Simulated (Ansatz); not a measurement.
# AlBrH₃NOSi: one species, many methods

An exercise on one series of results from a longer session: the logs are not shown, and one member is left open.

Program: Ansatz 0.2.0, Gaussian basis. Level of theory: functionals in def2-TZVPP, the program's frozen cores in correlated methods. These are calculated values, not measurements.

The runs, in order: LDA (SPW92), PBE-D4, revPBE-D4, BLYP-D4, r2SCAN-D4, B97M-V, PBE0-D4, B3LYP-D4, r2SCANh-D4, r2SCAN0-D4, HSE06-D4, BHLYP-D4, CAM-B3LYP-D4, LC-ωPBE, ωB97X-V, ωB97M-V, B2PLYP, PBE-QIDH; CCSD(T)/def2-SVP; CCSD(T)/def2-TZVPP; MP2/def2-QZVPP; extrapolation to the limit; RPA on PBE.

### The relaxed structure

All runs share one geometry, relaxed beforehand with PBE0-D4 in a triple-zeta def2 set.

8 atoms, charge 0, spin multiplicity 1.

Atoms are counted from 1 here; the program's logs count them from 0.

Bond lengths: N1–Si2 1.691 Å, N1–H6 1.006 Å, N1–H7 1.005 Å, Si2–Br3 2.233 Å, Si2–O4 1.659 Å, Si2–Al5 2.278 Å, O4–Al5 1.755 Å, Al5–H8 1.582 Å. Angles: Si2–N1–H6 122.7°, Si2–N1–H7 122.3°, H6–N1–H7 113.8°, N1–Si2–Br3 103.2°, N1–Si2–O4 115.8°, N1–Si2–Al5 133.6°, Br3–Si2–O4 115.0°, Br3–Si2–Al5 123.0°, O4–Si2–Al5 50.0°, Si2–O4–Al5 83.7°, Si2–Al5–O4 46.4°, Si2–Al5–H8 175.5°, O4–Al5–H8 129.2°.

The first run:

Contents of in.yaml:

```yaml
crystal:
  periodic: [false, false, false]
  atoms:
    - {symbol: N, position_ang: [-0.477810, 0.730436, 1.391545]}
    - {symbol: Si, position_ang: [0.376186, -0.084464, 0.180699]}
    - {symbol: Br, position_ang: [2.121282, -0.943785, 1.277097]}
    - {symbol: O, position_ang: [-0.499214, -1.176244, -0.711090]}
    - {symbol: Al, position_ang: [0.119014, -0.262989, -2.076154]}
    - {symbol: H, position_ang: [-1.327425, 1.237223, 1.209361]}
    - {symbol: H, position_ang: [-0.079185, 0.919451, 2.295018]}
    - {symbol: H, position_ang: [-0.140747, -0.476728, -3.622174]}
basis:
  gaussian: {orbitals: def2-TZVPP}
hamiltonian: {xc: lda}
output: {orbitals: {seedname: orbitals}}
```

On the command line:

```sh
> ansatz run in.yaml --threads 4 --pin off --events-out ev --progress --plain --max-ram 10444MiB
```

Among the steps run: LDA; PBE-D4 (GGA); revPBE-D4 (GGA); BLYP-D4 (GGA); r2SCAN-D4 (meta-GGA); B97M-V (meta-GGA); B3LYP-D4 (hybrid); r2SCANh-D4 (hybrid); r2SCAN0-D4 (hybrid); HSE06-D4 (hybrid); BHLYP-D4 (hybrid); CAM-B3LYP-D4 (range-separated); LC-ωPBE (range-separated); ωB97X-V (range-separated); ωB97M-V (range-separated); B2PLYP (double hybrid); PBE-QIDH (double hybrid).

One table of the session follows, with a row left open; its other results are not shown here.

It belongs to the step «Frontier levels by functional». 

```
  functional  HOMO (eV)  LUMO (eV)  gap (eV)
 LDA (SPW92)      -5.32      -2.53      2.78
      PBE-D4      -5.18      -2.31      2.86
   revPBE-D4      -5.12      -2.22      2.90
     BLYP-D4      -5.05      -2.17      2.88
   r2SCAN-D4      -5.36      -2.09      3.27
      B97M-V      -5.40      -2.19      3.21
     PBE0-D4      -6.21      -1.58      4.63
    B3LYP-D4      -6.04      -1.76      4.28
  r2SCANh-D4      -5.75      -1.83      3.92
  r2SCAN0-D4      -6.33      -1.45      4.88
    HSE06-D4      -5.82      -1.95      3.87
    BHLYP-D4      -7.16      -0.80      6.35
CAM-B3LYP-D4      -7.44      -0.62      6.82
     LC-ωPBE      -8.64       0.42      9.05
     ωB97X-V      -8.36       0.32      8.68
     ωB97M-V          ?          ?         ?
```

Q: Estimate the row for ωB97M-V from the others.

The run gave: HOMO (eV): -8.18; LUMO (eV): 0.08; gap (eV): 8.26. In the column «HOMO (eV)» it lies between ωB97X-V (-8.36) and CAM-B3LYP-D4 (-7.44).
